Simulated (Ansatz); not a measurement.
# CH₂BFO: small, medium and large basis sets

An exercise on one series of results from a longer session: the logs are not shown, and one member is left open.

Program: Ansatz 0.2.0, Gaussian basis. Level of theory: one geometry, several basis sets. These are calculated values, not measurements.

The runs, in order: PBE0-D4/def2-SVP; ωB97M-V/def2-SVP; PBE0-D4/def2-QZVPP; ωB97M-V/def2-QZVPP; the functionals' def2-TZVPP values are taken from earlier runs.

### The geometry

All runs share one geometry, relaxed beforehand with PBE0-D4 in a triple-zeta def2 set.

6 atoms, charge 0, spin multiplicity 1.

Atoms are counted from 1 here; the program's logs count them from 0.

Bond lengths: O1–C2 1.208 Å, C2–B3 1.604 Å, C2–H5 1.115 Å, B3–F4 1.315 Å, B3–H6 1.194 Å. Angles: O1–C2–B3 121.2°, O1–C2–H5 119.6°, B3–C2–H5 119.2°, C2–B3–F4 117.7°, C2–B3–H6 122.6°, F4–B3–H6 119.7°.

Set-up of the first run:

The input, in.yaml:

```yaml
crystal:
  periodic: [false, false, false]
  atoms:
    - {symbol: O, position_ang: [1.615432, 0.579543, -0.501858]}
    - {symbol: C, position_ang: [0.471303, 0.216934, -0.639265]}
    - {symbol: B, position_ang: [-0.416063, -0.224605, 0.621397]}
    - {symbol: F, position_ang: [-1.653761, -0.607753, 0.393931]}
    - {symbol: H, position_ang: [0.020936, 0.187850, -1.659390]}
    - {symbol: H, position_ang: [0.004354, -0.215970, 1.738985]}
basis:
  gaussian: {orbitals: def2-SVP}
hamiltonian: {xc: pbe0, dispersion: d4}
output: {orbitals: {seedname: orbitals}}
```

Started as:

```console
$ ansatz run in.yaml --threads 2 --pin off --events-out ev --progress --plain --max-ram 4352MiB
```

Among the steps run: PBE0-D4 in def2-SVP; ωB97M-V in def2-SVP; PBE0-D4 in def2-QZVPP; ωB97M-V in def2-QZVPP.

One of the session's tables, all rows but one given; the rest of the session is left out.

It belongs to the step «Functionals by basis». 

| functional | basis | HOMO (eV) | LUMO (eV) |
| --- | --- | --- | --- |
| PBE0-D4 | def2-SVP | -7.35 | -2.77 |
| PBE0-D4 | def2-TZVPP | -7.53 | -2.93 |
| PBE0-D4 | def2-QZVPP | -7.57 | -2.96 |
| ωB97M-V | def2-SVP | ? | ? |
| ωB97M-V | def2-TZVPP | -9.91 | -0.67 |
| ωB97M-V | def2-QZVPP | -9.95 | -0.72 |

Q: Estimate the row for ωB97M-V, def2-SVP from the others.

The run gave: HOMO (eV): -9.71; LUMO (eV): -0.44. In the column «HOMO (eV)» it lies between ωB97M-V, def2-TZVPP (-9.91) and PBE0-D4, def2-QZVPP (-7.57).
